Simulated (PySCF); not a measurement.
**C₃H₈AsGaO: spin-spin couplings**

Aim: predict the spin-spin couplings of C₃H₈AsGaO (`C=[C](C=O)[GaH2-][AsH3+]`).

The runs use PySCF 2.14.0, with density-fitted response routines of our own; the level of theory stands in each step. All values are computed, except where a source is named. Atoms are numbered from 0 throughout.

## (1) Starting geometry

14 atoms, charge 0, multiplicity 1; geometry from: GFN2-xTB.

Bonds of the start (Å): C0–C1 1.33, C1–C2 1.46, C2–O3 1.20, C1–Ga4 2.03, Ga4–As5 2.79, C0–H6 1.09, C0–H7 1.08, C2–H8 1.13, Ga4–H9 1.57, Ga4–H10 1.57, As5–H11 1.49, As5–H12 1.49, As5–H13 1.50.

## (2) Spin-spin couplings: B3LYP/pcSseg-1+pcJ-1

What the job is given:

```
{"job": {"kind": "j", "xc": "B3LYP", "basis": "pcJ-1"}, "charge": 0, "multiplicity": 1}
C     -1.512989     0.281171    -1.074244
C     -1.184353     0.254267     0.217512
C     -1.656632    -0.764017     1.149857
O     -2.785308    -1.122743     1.351349
Ga     0.244032     1.500909     0.939370
As     2.131770    -0.520521     0.577225
H     -1.132061     1.067522    -1.719315
H     -2.150452    -0.461845    -1.535496
H     -0.803746    -1.181359     1.767554
H      0.452008     1.758785     2.470363
H      0.882180     2.491895    -0.100043
H      2.297763    -0.383708    -0.896030
H      1.669003    -1.928295     0.403410
H      3.548106    -0.992532     0.706346
```

Method: B3LYP/pcJ-1 As:pcSseg-1 Ga:pcSseg-1 indirect spin-spin coupling, non-relativistic, gas phase.

Started as:

```console
> OMP_NUM_THREADS=1 python probes_run.py task.json out
```

One launch serves the whole session: the jobs run in the order shown.

Predict these results of the whole session: largest coupling of the table (B3LYP/pcSseg-1+pcJ-1).

The runs gave:

| quantity | value |
| --- | --- |
| largest coupling of the table (B3LYP/pcSseg-1+pcJ-1) | ¹J(C,H) C0–H6, 169.0 Hz |

In words: In the run at B3LYP/pcSseg-1+pcJ-1, the largest coupling of the table is C0–H6, 169.0 Hz, of which the Fermi-contact term gives 168.3 Hz. Couplings across rotatable bonds belong to this one conformer; where others are populated, the observed values are averages. Spin-orbit coupling is left out, which matters for shieldings and couplings at and beside the heavy atoms.
